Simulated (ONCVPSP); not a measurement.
# Zirconium: generating and testing an ONCV potential

Do these settings give a usable potential? It is generated, then checked for transferability, scattering, ghosts and hardness.

The numbers are computed with ONCVPSP 4.0.1 (PBEsol, scalar-relativistic, spin-unpolarised reference atom).

### 1 The design

Typed settings, in words:

| Item | Value |
| --- | --- |
| element | zirconium (Zr, Z = 40) |
| type | optimised norm-conserving Vanderbilt (ONCV) |
| frozen core | [Ar] 3d10 |
| valence charge | 12 |
| reference configuration | 4s2 4p6 4d2 5s2 |
| partial waves | 4s+5s: rc 2.30 bohr, ncon 3, nbas 6, qcut 6.4 1/bohr, 2 projectors; 4p: rc 2.05 bohr, ncon 5, nbas 9, qcut 7.9 1/bohr, 2 projectors, debl 1.3 Ha; 4d: rc 2.40 bohr, ncon 3, nbas 8, qcut 6.9 1/bohr, 1 projector |
| local potential | polynomial inside 1.35 bohr (lpopt 5, dvloc0 2 Ha) |
| core correction | Teter function, fcfact 5, rcfact 1.5 |

The nodes and maxima of the atom's own shells, from an earlier all-electron run, set the scale for the radii.

All-electron outer shells of the reference configuration (PBEsol, scalar-relativistic, ld1.x):

```json
{"shell": "3d", "level (eV)": "-174.70", "outermost node (bohr)": "–", "outermost maximum (bohr)": "0.35"}
{"shell": "4s", "level (eV)": "-54.46", "outermost node (bohr)": "0.55", "outermost maximum (bohr)": "1.08"}
{"shell": "4p", "level (eV)": "-32.43", "outermost node (bohr)": "0.56", "outermost maximum (bohr)": "1.17"}
{"shell": "5s", "level (eV)": "-4.46", "outermost node (bohr)": "1.47", "outermost maximum (bohr)": "3.15"}
{"shell": "4d", "level (eV)": "-3.61", "outermost node (bohr)": "0.58", "outermost maximum (bohr)": "1.61"}
{"shell": "5p", "level (eV)": "-1.45", "outermost node (bohr)": "1.70", "outermost maximum (bohr)": "4.10"}
```

### 2 The generation run

File Zr.dat:

```
# ATOM AND REFERENCE CONFIGURATION
# atsym  z   nc   nv     iexc    psfile
  Zr 40.00    6    4  -116133      upf
#
#   n    l    f
    1    0    2.00
    2    0    2.00
    2    1    6.00
    3    0    2.00
    3    1    6.00
    3    2   10.00
    4    0    2.00
    4    1    6.00
    4    2    2.00
    5    0    2.00
#
# PSEUDOPOTENTIAL AND OPTIMIZATION
# lmax
    2
#
#   l,   rc,      ep,       ncon, nbas, qcut
    0    2.30    0.00    3    6    6.40
    1    2.05    0.00    5    9    7.90
    2    2.40    0.00    3    8    6.90
#
# LOCAL POTENTIAL
# lloc, lpopt,  rc(5),   dvloc0
    4    5    1.35    2.00
#
# VANDERBILT-KLEINMAN-BYLANDER PROJECTORs
# l, nproj, debl
    0    2    2.60
    1    2    1.30
    2    1    2.60
#
# MODEL CORE CHARGE
# icmod, fcfact, rcfact
    3    5.00    1.50
#
# LOG DERIVATIVE ANALYSIS
# epsh1, epsh2, depsh
   -4.00    5.00    0.02
#
# OUTPUT GRID
# rlmax, drl
    6.00    0.01
#
# TEST CONFIGURATIONS
# ncnf
    4
# nvcnf
#   n    l    f
    4
    4    0    2.00
    4    1    6.00
    4    2    2.00
    5    0    1.00
#
    4
    4    0    2.00
    4    1    6.00
    4    2    2.00
    5    0    0.00
#
    4
    4    0    2.00
    4    1    6.00
    4    2    1.00
    5    0    0.00
#
    4
    4    0    2.00
    4    1    6.00
    4    2    3.00
    5    0    1.00
#
```

Command:

```
$ oncvpsp.x < Zr.dat > Zr.out
```

What does the calculation give? Wanted: cutoffs for 1 and 0.1 mHa per electron, occupied waves; bound ghosts; GHOST(+) flags; largest test error; largest phase difference near zero energy, channels read; rms error of d²Exc/dn², without and with the model core.

The runs gave:

```
                                                quantity                          value
  cutoffs for 1 and 0.1 mHa per electron, occupied waves                17 Ha and 22 Ha
                                            bound ghosts                     none found
                                          GHOST(+) flags             none at low energy
                            largest test error (AE − PS)  -9.8 meV, for 4s2 4p6 4d2 5s0
largest phase difference near zero energy, channels read                      0.001 rad
 rms error of d²Exc/dn², without and with the model core              3.15 and 2.45 mHa
```

What this shows: By total energies transferability is good: the largest error is 9.8 meV on 20.1 eV, for 4s2 4p6 4d2 5s0. The potential is soft on the atom at that tolerance: the looser tolerance needs 17 Ha. At the looser tolerance the 4p wave is the slowest; 4d needs 13 Ha. No bound ghost shows below the valence levels. Near zero energy the phases of the channels with partial waves agree within 0.001 rad. These are tests on the free atom; a crystal test is still owed.
